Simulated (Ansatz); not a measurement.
# CdGeAs2 (I-42d) in Ansatz: a series of runs

One crystal, CdGeAs2, is run at these levels: PBEsol; tasks: single point.

Program: Ansatz 0.2.0. These are calculated values, not measurements. Logs are shortened: lines on timing, memory, paths and dates and some standing lists are left out, and cuts for length are marked.

### Step 1. The crystal as given

It takes space group I-42d (No. 122, tetragonal). Conventional cell: a = 5.978 Å, b = 5.978 Å, c = 11.329 Å, α = 90.00°, β = 90.00°, γ = 90.00°. Cd (site symmetry -4) has 4 As at 2.65 Å as nearest neighbours. As (site symmetry 2) is surrounded by 2 Ge at 2.45 Å and 2 Cd at 2.65 Å. Ge (site symmetry -4) is surrounded by 4 As at 2.45 Å.

The cell is a database's computed one.

### Step 2. Single point, PBEsol, 23.78 Å³/atom (volume scaled by 0.94)

File input.yaml:

```yaml
crystal:
  lattice:
    - [-2.9278600024, 2.9278600024, 5.5486663435]
    - [2.9278600024, -2.9278600024, 5.5486663435]
    - [2.9278600024, 2.9278600024, -5.5486663435]
  atoms:
    - { symbol: Cd, position: [0.5, 0.5, 0.0] }
    - { symbol: Cd, position: [0.25, 0.75, 0.5] }
    - { symbol: As, position: [0.09621757, 0.125, 0.47121757] }
    - { symbol: As, position: [0.375, 0.90378243, 0.02878243] }
    - { symbol: As, position: [0.65378243, 0.625, 0.52878243] }
    - { symbol: As, position: [0.875, 0.34621757, 0.97121757] }
    - { symbol: Ge, position: [0.75, 0.25, 0.5] }
    - { symbol: Ge, position: [0.0, 0.0, 0.0] }
kpoints:
  mp_grid: { grid: [6, 6, 6] }
scf:
  occupations: { method: fermi_dirac, width: 0.05 }
hamiltonian:
  xc: pbesol
  pseudopotentials: { kind: all_electron, lapw: { basis_error: 0.001 } }
output:
  forces: true
  stress: true
  eigenvalues: true
```

Potentials or basis: all-electron LAPW, scalar-relativistic.

Command:

```console
$ ansatz run input.yaml --threads 4 --pin off --max-ram 12288MiB --backend cpu --events-out ev --progress --plain --runs-dir out
```

What it wrote:

```text
Warning: RAYON_NUM_THREADS=4 ignored (pool sized by the plan → 4); use --threads N
LAPW: plane waves up to 9.317 Å⁻¹, error target 1.0e-3 eV per atom; small_component_spin mean_spin; Ge in spheres of 1.204 Å, 22 of its electrons in bands, Dirac shells []; As in spheres of 1.193 Å, 23 of its electrons in bands, Dirac shells []; Cd in spheres of 1.258 Å, 30 of its electrons in bands, Dirac shells [] (how accurate: hamiltonian.pseudopotentials.lapw.basis_error, Limitations)
Engine: ansatz 0.2.0, x86_64-unknown-linux-gnu
Pseudopotentials: kind: all_electron
Pseudopotential: Cd, LAPW, valence charge 30, lapw/all_electron/scalar/gaussian/Cd, Koelling and Harmon's equation, gaussian nucleus
Pseudopotential: As, LAPW, valence charge 23, lapw/all_electron/scalar/gaussian/As, Koelling and Harmon's equation, gaussian nucleus
Pseudopotential: Ge, LAPW, valence charge 22, lapw/all_electron/scalar/gaussian/Ge, Koelling and Harmon's equation, gaussian nucleus
Functional definition: PBEsol
  exchange = pbesol_x
  correlation = pbesol_c
Crystal: 8 atoms, lattice volume = 190.261 Å³
Basis set: ecut = 330.75611342570477 eV, 2601 PW (Γ), FFT grids on a1+a3, a2+a3, a3, exchange–correlation at level 2
Bands: 118, of which v1, the nominal top of the filled ones, is band 98 counted from 1 (97 counted from 0)
Symmetry: 8 space group operations
Space group: I-42d (ITA 122), of the structure as read, at distance tolerance 5.8e-5 Å
k-points: 30 of 216 (time reversal used)
Non-local potential: Cd, projectors of the file, none
Non-local potential: As, projectors of the file, none
Non-local potential: Ge, projectors of the file, none
Initial density: superposition of atomic densities (chi_scale 0.1, normalization cell, long waves kept (reshape's long-wave potential 0.04 eV rms))
Initial wavefunctions: plane waves of lowest kinetic energy (no species holds an atomic orbital)
Functional: x = pbesol(κ = 0.804, μ = 0.12345679012345678), c = pbesol(β = 0.046)
iter 1 solved again at ethr=1.35e-3 eV; its pass at ethr=1.00e-1 eV (dr2=2.64e0 eV) is discarded
SCF iter   1: F=—  HF=-664404.459994 eV  |F-HF|=—  |Δ(HF+E_count)|=         —  Δρ=2.96e-2  dr2=2.65e0  ethr=1.35e-3  ⟨swp⟩=2.0  Hψ=21295  notcnv=0
preconditioner: auto → Resta (q_TF=auto, 2.742 Å⁻¹)  ε∞=2.8  [insulator: Δε(μ)=0.177 eV  Ē_g=16.890 eV  σ=0.050 eV  W_gap=0.71  n_scr=68 (ndim 8)  ℏωp=22.8 eV  f_vac=0.169  D(μ)=0.05/eV (n_scr^D=0)  ε∞_Penn≈2.8]
SCF iter   2: F=—  HF=-664403.644500 eV  |F-HF|=—  |Δ(HF+E_count)|=   8.15e-1  Δρ=1.50e-2  dr2=5.61e-1  ethr=1.35e-3  ⟨swp⟩=2.4  Hψ=10457  notcnv=0
preconditioner: auto → none  [metal: Δε(μ)=0.061 eV  Ē_g=17.308 eV  σ=0.050 eV  W_gap=0.29  n_scr=68 (ndim 8)  ℏωp=22.8 eV  f_vac=0.182  D(μ)=0.10/eV (n_scr^D=0)]
iter 3 solved again at ethr=1.83e-5 eV; its pass at ethr=2.86e-4 eV (dr2=3.58e-2 eV) is discarded
SCF iter   3: F=—  HF=-664403.495784 eV  |F-HF|=—  |Δ(HF+E_count)|=   1.49e-1  Δρ=4.65e-3  dr2=3.57e-2  ethr=1.83e-5  ⟨swp⟩=2.0  Hψ=17641  notcnv=0
SCF iter   4: F=—  HF=-664403.477111 eV  |F-HF|=—  |Δ(HF+E_count)|=         —  Δρ=1.17e-3  dr2=2.23e-3  ethr=1.82e-5  ⟨swp⟩=2.0  Hψ=9841  notcnv=0
the basis was enlarged: its passes take 607.6 KiB over the memory plan, 4 of 4 planned eigensolver slots
SCF iter   5: F=—  HF=-664403.477063 eV  |F-HF|=—  |Δ(HF+E_count)|=   4.88e-5  Δρ=2.73e-4  dr2=2.54e-4  ethr=1.14e-6  ⟨swp⟩=2.0  Hψ=9841  notcnv=0
SCF iter   6: F=—  HF=-664403.476885 eV  |F-HF|=—  |Δ(HF+E_count)|=   1.78e-4  Δρ=5.42e-5  dr2=8.05e-6  ethr=1.30e-7  ⟨swp⟩=3.0  Hψ=10095  notcnv=0
SCF iter   7: F=—  HF=-664403.476885 eV  |F-HF|=—  |Δ(HF+E_count)|=   2.24e-7  Δρ=2.29e-5  dr2=1.54e-6  ethr=4.11e-9  ⟨swp⟩=3.0  Hψ=10160  notcnv=0
SCF iter   8: F=—  HF=-664403.476885 eV  |F-HF|=—  |Δ(HF+E_count)|=   1.16e-8  Δρ=9.13e-6  dr2=2.03e-7  ethr=7.86e-10  ⟨swp⟩=3.0  Hψ=10141  notcnv=0
SCF iter   9: F=-664403.476885 eV  HF=-664403.476885 eV  |F-HF|=8.03e-9  |Δ(HF+E_count)|=   5.98e-8  Δρ=2.95e-6  dr2=1.45e-8  ethr=1.03e-10  ⟨swp⟩=3.0  Hψ=10124  notcnv=0
SCF 1 converged in 9 iterations: F = -664403.476885 eV  dr2 = 1.45e-8
SCF converged after 9 iterations
Free energy (F): -664403.476885 eV
Harris-Foulkes:  -664403.476885 eV  (|F-HF|=8.03e-9)
Internal energy: -664403.475910 eV  (E = F + TS)
E sigma→0 (E₀):  -664403.476397 eV
Entropy (-TS):   -0.000976 eV (-0.122 meV/atom)
Fermi energy:    10.233606 eV
--- Per-component energies (eV) ---
  E_band       = -15772.659678
  E_kinetic    = 686708.996420
  E_xc         = -21487.766231
  E_electrostatic = -1329624.706098  (all electrons and nuclei)
  E_smearing   = -0.000976  (= −TS)
  E_closure    = 0.000000  (closes the sum)
  E_atoms      = -664370.477850  (free atoms, spherical and without spin; not in F)
  Σ components = -664403.476885   (vs F -664403.476885, Δ=0.00e0)
  Basis errors (estimates in eV, not in F): energy 4.4e-4 per atom: plane waves 4.0e-4 (2.4e-4 summed), levels above the bands 2.2e-83, relativity 1.3e-8, radial functions 3.7e-5, core shells 1.2e-7; eigenvalues (radial functions only) 1.7e-6; not estimated: angular momenta, meshes, grids; target (lapw.basis_error) 1.0e-3; muffin-tin radii Ge 1.204 Å, As 1.193 Å, Cd 1.258 Å
--- Forces (eV/Å), atoms counted from 1 ---
  atom   1  Cd    -0.00000000     0.00000000     0.00000000
  atom   2  Cd     0.00000000    -0.00000000     0.00000000
  atom   3  As    -0.00000000     0.24785202    -0.00000000
  atom   4  As    -0.24785202    -0.00000000    -0.00000000
  atom   5  As     0.00000000    -0.24785202    -0.00000000
  atom   6  As     0.24785202    -0.00000000    -0.00000000
  atom   7  Ge    -0.00000000    -0.00000000    -0.00000000
  atom   8  Ge    -0.00000000     0.00000000    -0.00000000
  max |Σ_I F_I| component: 5.01e-17 eV/Å
--- Stress (GPa, compression-positive) ---
        3.408114      -0.000000       0.000000
       -0.000000       3.408114      -0.000000
        0.000000      -0.000000       3.275030
  P = ⅓ Tr σ = 3.3638 GPa (33.638 kbar)
--- Band table (eV; the first three rows and the last of 30) ---
  k-point 0: bands = ["-379.7267", "-379.7267", "-379.7200", "-379.7200", "-379.7200", "-379.7200", "-379.7063", "-379.7063", "-379.7038", "-379.7038", "-174.3829", "-174.3829", "-174.3829", "-174.3829", "-153.5135", "-153.5135", "-117.9895", "-117.9895", "-117.9895", "-117.9895", "-117.9501", "-117.9501", "-117.9501", "-117.9501", "-117.8927", "-117.8927", "-117.8927", "-117.8927", "-100.8246", "-100.8246", "-100.8246", "-100.8246", "-100.8228", "-100.8228", "-92.1566", "-92.1566", "-53.2622", "-53.2618", "-53.2392", "-53.2392", "-53.2390", "-53.2390", "-25.2478", "-25.2472", "-25.2469", "-25.2469", "-25.2468", "-25.2465", "-25.2460", "-25.2460", "-25.1889", "-25.1882", "-25.1879", "-25.1879", "-25.1641", "-25.1637", "-25.1627", "-25.1627", "-25.1503", "-25.1501", "-25.1501", "-25.1501", "-14.8123", "-14.8123", "-14.8113", "-14.8062", "-14.8024", "-14.8024", "-14.7824", "-14.7806", "-14.7796", "-14.7772", "-3.1562", "-0.8312", "-0.8312", "-0.8239", "0.6191", "1.5869", "1.6415", "1.6415", "1.7308", "1.8068", "1.8165", "1.8560", "2.0913", "2.0971", "2.0971", "3.3768", "5.8267", "5.8639", "5.8639", "6.2509", "6.8057", "7.8241", "7.8241", "10.0057", "10.0057", "10.2131", "10.2280", "11.2973", "11.8292", "13.0717", "13.0717", "13.4477", "14.1591", "14.9789", "15.0118", "15.0118", "16.1545", "16.2874", "16.2874", "17.3118", "18.5695", "19.1023", "19.9215", "19.9215", "19.9667", "20.3165"]
  k-point 1: bands = ["-379.7267", "-379.7267", "-379.7200", "-379.7200", "-379.7200", "-379.7200", "-379.7063", "-379.7063", "-379.7038", "-379.7038", "-174.3829", "-174.3829", "-174.3829", "-174.3829", "-153.5135", "-153.5135", "-117.9895", "-117.9895", "-117.9895", "-117.9895", "-117.9501", "-117.9501", "-117.9501", "-117.9501", "-117.8927", "-117.8927", "-117.8927", "-117.8927", "-100.8246", "-100.8246", "-100.8246", "-100.8246", "-100.8228", "-100.8228", "-92.1566", "-92.1566", "-53.2622", "-53.2618", "-53.2392", "-53.2392", "-53.2390", "-53.2390", "-25.2478", "-25.2472", "-25.2470", "-25.2469", "-25.2467", "-25.2465", "-25.2460", "-25.2460", "-25.1888", "-25.1882", "-25.1880", "-25.1880", "-25.1639", "-25.1636", "-25.1629", "-25.1628", "-25.1504", "-25.1502", "-25.1500", "-25.1500", "-14.8122", "-14.8119", "-14.8111", "-14.8061", "-14.8031", "-14.8028", "-14.7822", "-14.7807", "-14.7794", "-14.7773", "-3.0158", "-1.1306", "-0.9099", "-0.8384", "0.8827", "1.5440", "1.6101", "1.6392", "1.7454", "1.7626", "1.8024", "1.8446", "1.9941", "2.1100", "2.1917", "3.4714", "5.5898", "5.9819", "6.0491", "6.6199", "6.7997", "7.9251", "7.9272", "8.3954", "9.5444", "9.8878", "11.5129", "11.6527", "12.9170", "13.0002", "13.1305", "13.9500", "14.2844", "14.5393", "14.7458", "15.2065", "16.0551", "16.2544", "17.3955", "17.8568", "18.1624", "18.1834", "18.6612", "18.8425", "18.9685", "19.2157"]
  k-point 2: bands = ["-379.7267", "-379.7267", "-379.7200", "-379.7200", "-379.7200", "-379.7200", "-379.7063", "-379.7063", "-379.7038", "-379.7038", "-174.3829", "-174.3829", "-174.3829", "-174.3829", "-153.5135", "-153.5135", "-117.9895", "-117.9895", "-117.9895", "-117.9895", "-117.9501", "-117.9501", "-117.9501", "-117.9501", "-117.8927", "-117.8927", "-117.8927", "-117.8927", "-100.8246", "-100.8246", "-100.8246", "-100.8246", "-100.8228", "-100.8228", "-92.1566", "-92.1566", "-53.2621", "-53.2619", "-53.2391", "-53.2391", "-53.2390", "-53.2390", "-25.2476", "-25.2473", "-25.2470", "-25.2470", "-25.2466", "-25.2465", "-25.2461", "-25.2460", "-25.1885", "-25.1882", "-25.1881", "-25.1881", "-25.1636", "-25.1635", "-25.1632", "-25.1630", "-25.1504", "-25.1503", "-25.1500", "-25.1499", "-14.8119", "-14.8116", "-14.8097", "-14.8060", "-14.8047", "-14.8038", "-14.7817", "-14.7808", "-14.7789", "-14.7777", "-2.6450", "-1.6618", "-1.0255", "-0.9033", "1.3388", "1.4512", "1.6127", "1.6310", "1.7380", "1.7815", "1.7943", "1.8162", "1.9186", "1.9969", "2.4028", "3.2621", "5.1255", "5.9046", "6.1155", "7.0727", "7.4106", "7.9093", "8.3898", "8.4735", "9.0903", "9.6218", "11.7354", "11.7710", "12.4964", "13.0987", "13.9173", "13.9708", "14.1530", "14.6917", "15.4184", "15.5695", "15.5842", "15.9032", "17.0637", "17.4644", "17.6984", "17.7638", "17.8626", "18.4361", "18.9328", "19.2854"]
  k-point 29: bands = ["-379.7267", "-379.7267", "-379.7200", "-379.7200", "-379.7200", "-379.7200", "-379.7063", "-379.7063", "-379.7038", "-379.7038", "-174.3829", "-174.3829", "-174.3829", "-174.3829", "-153.5135", "-153.5135", "-117.9895", "-117.9895", "-117.9895", "-117.9895", "-117.9501", "-117.9501", "-117.9501", "-117.9501", "-117.8927", "-117.8927", "-117.8927", "-117.8927", "-100.8246", "-100.8246", "-100.8246", "-100.8246", "-100.8228", "-100.8228", "-92.1566", "-92.1566", "-53.2620", "-53.2620", "-53.2392", "-53.2392", "-53.2389", "-53.2389", "-25.2481", "-25.2481", "-25.2465", "-25.2465", "-25.2464", "-25.2464", "-25.2461", "-25.2461", "-25.1885", "-25.1885", "-25.1880", "-25.1880", "-25.1639", "-25.1639", "-25.1627", "-25.1627", "-25.1502", "-25.1502", "-25.1501", "-25.1501", "-14.8130", "-14.8130", "-14.8087", "-14.8087", "-14.8018", "-14.8018", "-14.7821", "-14.7821", "-14.7778", "-14.7778", "-2.3378", "-2.3378", "-0.8405", "-0.8405", "1.3840", "1.3840", "1.7088", "1.7088", "1.7490", "1.7490", "1.8439", "1.8439", "1.9276", "1.9276", "2.8096", "2.8096", "6.3019", "6.3019", "6.5226", "6.5226", "7.7553", "7.7553", "8.1589", "8.1589", "9.0504", "9.0504", "11.4989", "11.4989", "11.6562", "11.6562", "12.7896", "12.7896", "13.3008", "13.3008", "16.1978", "16.1978", "16.4344", "16.4344", "17.3917", "17.3917", "19.0191", "19.0191", "20.0641", "20.0641", "20.1742", "20.1742"]
```

It took 68 s on 4 threads of Intel Xeon 6975P-C (Granite Rapids), shared host; peak memory 1.8 GiB.

What came out:

```yaml
Free_energy: -664403.4769 eV
Pressure: 3.4 GPa
Largest_force: 0.248 eV/Å
Band_gap_on_the_k_mesh: none (metal or under the smearing width)
```

### Step 3. Single point, PBEsol, 24.29 Å³/atom (volume scaled by 0.96)

Edit input.yaml of step 2 so:

```diff
@@ -2,5 +2,5 @@
   lattice:
-    - [-2.9278600024, 2.9278600024, 5.5486663435]
-    - [2.9278600024, -2.9278600024, 5.5486663435]
-    - [2.9278600024, 2.9278600024, -5.5486663435]
+    - [-2.9484794142, 2.9484794142, 5.587742746]
+    - [2.9484794142, -2.9484794142, 5.587742746]
+    - [2.9484794142, 2.9484794142, -5.587742746]
   atoms:
```

Potentials or basis: all-electron LAPW, scalar-relativistic.

Command:

```console
$ ansatz run input.yaml --threads 4 --pin off --max-ram 12288MiB --backend cpu --events-out ev --progress --plain --runs-dir out
```

Run time: 69 s. Hardware: 4 threads of Intel Xeon 6975P-C (Granite Rapids), shared host; peak memory 1.8 GiB.

It converged, with:

* Free energy: -664403.5423 eV
* Pressure: 1.8 GPa
* Largest force: 0.223 eV/Å
* Band gap on the k mesh: 0.13 eV, direct

### Step 4. Single point, PBEsol, 24.79 Å³/atom (volume scaled by 0.98)

Edit input.yaml of step 3 so:

```diff
@@ -2,5 +2,5 @@
   lattice:
-    - [-2.9484794142, 2.9484794142, 5.587742746]
-    - [2.9484794142, -2.9484794142, 5.587742746]
-    - [2.9484794142, 2.9484794142, -5.587742746]
+    - [-2.9688143976, 2.9688143976, 5.6262801207]
+    - [2.9688143976, -2.9688143976, 5.6262801207]
+    - [2.9688143976, 2.9688143976, -5.6262801207]
   atoms:
```

Command:

```console
$ ansatz run input.yaml --threads 4 --pin off --max-ram 12288MiB --backend cpu --events-out ev --progress --plain --runs-dir out
```

It took 85 s on 4 threads of Intel Xeon 6975P-C (Granite Rapids), shared host; peak memory 1.7 GiB.

Results (log left out):

```yaml
Free_energy: -664403.5714 eV
Pressure: 0.5 GPa
Largest_force: 0.199 eV/Å
Band_gap_on_the_k_mesh: 0.20 eV, indirect (least direct gap 0.22 eV)
```

### Step 5. Single point, PBEsol, 25.30 Å³/atom

Edit input.yaml of step 4 so:

```diff
@@ -2,5 +2,5 @@
   lattice:
-    - [-2.9688143976, 2.9688143976, 5.6262801207]
-    - [2.9688143976, -2.9688143976, 5.6262801207]
-    - [2.9688143976, 2.9688143976, -5.6262801207]
+    - [-2.9888745628, 2.9888745628, 5.6642966801]
+    - [2.9888745628, -2.9888745628, 5.6642966801]
+    - [2.9888745628, 2.9888745628, -5.6642966801]
   atoms:
```

Command:

```console
$ ansatz run input.yaml --threads 4 --pin off --max-ram 12288MiB --backend cpu --events-out ev --progress --plain --runs-dir out
```

Wall time 94 s (4 threads of Intel Xeon 6975P-C (Granite Rapids), shared host); peak memory 1.7 GiB.

Results (log left out):

| Item | Value |
| --- | --- |
| Free energy | -664403.5680 eV |
| Pressure | -0.7 GPa |
| Largest force | 0.176 eV/Å |
| Band gap on the k mesh | 0.19 eV, indirect (least direct gap 0.22 eV) |

### Step 6. Single point, PBEsol, 25.81 Å³/atom (volume scaled by 1.02)

Edit input.yaml of step 5 so:

```diff
@@ -2,5 +2,5 @@
   lattice:
-    - [-2.9888745628, 2.9888745628, 5.6642966801]
-    - [2.9888745628, -2.9888745628, 5.6642966801]
-    - [2.9888745628, 2.9888745628, -5.6642966801]
+    - [-3.0086690109, 3.0086690109, 5.7018096719]
+    - [3.0086690109, -3.0086690109, 5.7018096719]
+    - [3.0086690109, 3.0086690109, -5.7018096719]
   atoms:
```

Potentials or basis: all-electron LAPW, scalar-relativistic.

Command:

```console
$ ansatz run input.yaml --threads 4 --pin off --max-ram 12288MiB --backend cpu --events-out ev --progress --plain --runs-dir out
```

Run time: 85 s. Hardware: 4 threads of Intel Xeon 6975P-C (Granite Rapids), shared host; peak memory 1.7 GiB.

Results (log left out):

```
Free energy            : -664403.5356 eV
Pressure               : -1.8 GPa
Largest force          : 0.154 eV/Å
Band gap on the k mesh : 0.19 eV, indirect (least direct gap 0.21 eV)
```

### Step 7. Single point, PBEsol, 26.31 Å³/atom (volume scaled by 1.04)

Edit input.yaml of step 6 so:

```diff
@@ -2,5 +2,5 @@
   lattice:
-    - [-3.0086690109, 3.0086690109, 5.7018096719]
-    - [3.0086690109, -3.0086690109, 5.7018096719]
-    - [3.0086690109, 3.0086690109, -5.7018096719]
+    - [-3.0282063701, 3.0282063701, 5.7388354475]
+    - [3.0282063701, -3.0282063701, 5.7388354475]
+    - [3.0282063701, 3.0282063701, -5.7388354475]
   atoms:
```

Command:

```console
$ ansatz run input.yaml --threads 4 --pin off --max-ram 12288MiB --backend cpu --events-out ev --progress --plain --runs-dir out
```

Run time: 86 s. Hardware: 4 threads of Intel Xeon 6975P-C (Granite Rapids), shared host; peak memory 1.7 GiB.

It converged, with:

```
Free energy            : -664403.4773 eV
Pressure               : -2.8 GPa
Largest force          : 0.133 eV/Å
Band gap on the k mesh : 0.18 eV, indirect (least direct gap 0.21 eV)
```

### Step 8. Single point, PBEsol, 26.82 Å³/atom (volume scaled by 1.06)

Edit input.yaml of step 7 so:

```diff
@@ -2,5 +2,5 @@
   lattice:
-    - [-3.0282063701, 3.0282063701, 5.7388354475]
-    - [3.0282063701, -3.0282063701, 5.7388354475]
-    - [3.0282063701, 3.0282063701, -5.7388354475]
+    - [-3.0474948288, 3.0474948288, 5.775389525]
+    - [3.0474948288, -3.0474948288, 5.775389525]
+    - [3.0474948288, 3.0474948288, -5.775389525]
   atoms:
```

Command:

```console
$ ansatz run input.yaml --threads 4 --pin off --max-ram 12288MiB --backend cpu --events-out ev --progress --plain --runs-dir out
```

Run time: 89 s. Hardware: 4 threads of Intel Xeon 6975P-C (Granite Rapids), shared host; peak memory 1.7 GiB.

It converged, with:

| Quantity | Value |
| --- | --- |
| Free energy | -664403.3960 eV |
| Pressure | -3.6 GPa |
| Largest force | 0.113 eV/Å |
| Band gap on the k mesh | 0.17 eV, indirect (least direct gap 0.21 eV) |

### Step 9. For comparison

An earlier run on the cell as given: functional PBEsol; potentials or basis all-electron LAPW, scalar-relativistic; cutoff 314 eV (chosen from the basis error); basis error allowed 0.001 eV/atom; k mesh 6 × 6 × 6; occupations fermi-dirac, width 0.05 eV; no spin polarisation.

* Pressure: -0.7 GPa
* Largest force: 0.176 eV/Å
* Band gap on the k mesh: 0.19 eV, indirect (least direct gap 0.22 eV)
* Loewdin charges: Cd +1.19; As -0.57; Ge +0.22 e
